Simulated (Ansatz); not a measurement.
**H₅NSSi₂Zn: small, medium and large basis sets**

One table from this session's results is given with a row withheld; the runs are named, their logs left out.

Computed with Ansatz 0.2.0, Gaussian basis. Level: one geometry, several basis sets.

Plan: PBE0-D4/def2-SVP; ωB97M-V/def2-SVP; PBE0-D4/def2-QZVPP; ωB97M-V/def2-QZVPP; the functionals' def2-TZVPP values are taken from earlier runs.

### Structure used throughout

The geometry comes from an earlier relaxation with PBE0-D4 in a triple-zeta def2 set; it is a stationary point, not always the lowest conformer.

SMILES `N[SiH]1[SiH2][S][Zn]1`, 10 atoms, charge 0, spin multiplicity 1.

Atoms are counted from 1 here; the program's logs count them from 0.

Bond lengths: N1–Si2 1.711 Å, N1–H6 1.006 Å, N1–H7 1.006 Å, Si2–Si3 2.413 Å, Si2–Zn5 2.385 Å, Si2–H8 1.490 Å, Si3–S4 2.125 Å, Si3–H9 1.490 Å, Si3–H10 1.489 Å, S4–Zn5 2.262 Å. Angles: Si2–N1–H6 121.4°, Si2–N1–H7 122.7°, H6–N1–H7 112.4°, N1–Si2–Si3 117.8°, N1–Si2–Zn5 129.8°, N1–Si2–H8 105.7°, Si3–Si2–Zn5 73.0°, Si3–Si2–H8 113.2°, Zn5–Si2–H8 114.2°, Si2–Si3–S4 104.3°, Si2–Si3–H9 108.9°, Si2–Si3–H10 111.1°, S4–Si3–H9 112.5°, S4–Si3–H10 111.3°, H9–Si3–H10 108.6°, Si3–S4–Zn5 81.1°, Si2–Zn5–S4 101.1°.

Set-up of the first run:

The input, in.yaml:

```yaml
crystal:
  periodic: [false, false, false]
  atoms:
    - {symbol: N, position_ang: [-1.832212, -0.361865, 0.816547]}
    - {symbol: Si, position_ang: [-0.737271, 0.412044, -0.245807]}
    - {symbol: Si, position_ang: [1.620647, 0.023027, 0.090604]}
    - {symbol: S, position_ang: [2.361635, -0.424296, -1.850096]}
    - {symbol: Zn, position_ang: [0.152921, -0.333009, -2.329589]}
    - {symbol: H, position_ang: [-2.701769, 0.069962, 1.079348]}
    - {symbol: H, position_ang: [-1.840756, -1.357629, 0.956222]}
    - {symbol: H, position_ang: [-1.103068, 1.856025, -0.219681]}
    - {symbol: H, position_ang: [1.792697, -1.111155, 1.042169]}
    - {symbol: H, position_ang: [2.287176, 1.226915, 0.660293]}
basis:
  gaussian: {orbitals: def2-SVP}
hamiltonian: {xc: pbe0, dispersion: d4}
output: {orbitals: {seedname: orbitals}}
```

Started as:

```console
$ ansatz run in.yaml --threads 4 --pin off --events-out ev --progress --plain --max-ram 10444MiB
```

Steps of the session up to this table: PBE0-D4 in def2-SVP; ωB97M-V in def2-SVP; PBE0-D4 in def2-QZVPP; ωB97M-V in def2-QZVPP.

One table of the session follows, with a row left open; its other results are not shown here.

It belongs to the step «Density functionals: the series». 

```
functional       basis  HOMO (eV)  LUMO (eV)
   PBE0-D4    def2-SVP          ?          ?
   PBE0-D4  def2-TZVPP      -6.20      -2.03
   PBE0-D4  def2-QZVPP      -6.22      -2.06
   ωB97M-V    def2-SVP      -7.85      -0.17
   ωB97M-V  def2-TZVPP      -8.05      -0.44
   ωB97M-V  def2-QZVPP      -8.08      -0.54
```

Q: Estimate the row for PBE0-D4, def2-SVP from the others.

As computed: HOMO (eV): -6.03; LUMO (eV): -1.80. In the column «HOMO (eV)» it is the highest.
